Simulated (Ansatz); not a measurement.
**CHFGe (triplet): the correlation ladder, cc-pVDZ**

One table from this session's results is given with a row withheld; the runs are named, their logs left out.

Method: cc-pVDZ, core rule «outside noble gas», up to 16 orbitals frozen; program: Ansatz 0.2.0, Gaussian basis.

To be run: UHF; CCSD(T) on UHF; BCCD(T) on ROHF; CISD as a restricted active space (open shells left free, so some higher excitations enter); CCSDT(Q) on ROHF; CCSDT(Q) on UHF.

9 further runs of the same task are left out: 2 for a known fault of the program, 1 that didn't finish, 6 set aside as unsound or not needed. Runs told in other sessions of the task aren't counted.

## What is computed

The geometry is a PBE0/def2-TZVP stationary point (not a proven minimum). No spin-orbit coupling is included. The filled d shell of Ge may be among the frozen orbitals whatever the setting's name suggests.

4 atoms, charge 0, spin multiplicity 3.

Atoms are counted from 1 here; the program's logs count them from 0.

Bond lengths: F1–C2 1.297 Å, C2–Ge3 1.952 Å, Ge3–H4 1.585 Å. Angles: F1–C2–Ge3 126.2°, C2–Ge3–H4 90.7°.

The first run:

in.yaml reads:

```yaml
crystal:
  periodic: [false, false, false]
  atoms:
    - {symbol: F, position_ang: [0.000000, -0.178389, 2.174912]}
    - {symbol: C, position_ang: [0.000000, 0.564387, 1.112124]}
    - {symbol: Ge, position_ang: [0.000000, -0.066466, -0.735166]}
    - {symbol: H, position_ang: [0.000000, 1.427192, -1.264730]}
basis:
  gaussian: {orbitals: cc-pVDZ}
magnetization: {spin_polarized: true, initial_magnetization: 2}
hamiltonian: {xc: hf}
output: {orbitals: {seedname: orbitals}}
```

Started as:

```sh
$ ansatz run in.yaml --threads 1 --pin off --events-out ev --progress --plain --max-ram 2560MiB --backend cpu
```

Among the steps run: UHF; CCSD(T) on UHF; BCCD(T) on ROHF; CISD as a restricted active space (open shells left free, so some higher excitations enter); CCSDT(Q) on ROHF; CCSDT(Q) on UHF.

One of the session's tables, all rows but one given; the rest of the session is left out.

It belongs to the step «Misses and costs». 

```
   method  from UCCSDT(Q) (meV)
      UHF                     ?
     UMP2               +1361.9
    UCCSD                +390.9
 UCCSD(T)                 +85.8
  BCCD(T)                 +72.3
   UCCSDT                 +29.4
UCCSDT(Q)                     0
```

**Question.** Estimate the row for UHF.

The run gave: from UCCSDT(Q) (meV): +10833.5. In the column «from UCCSDT(Q) (meV)» it is the highest.

Not comparable, so not listed: CISD as a restricted active space (open shells left free, so some higher excitations enter); CCSDT(Q) on ROHF (they don't share determinant, frozen orbitals or solution with the rows shown, or repeat one).
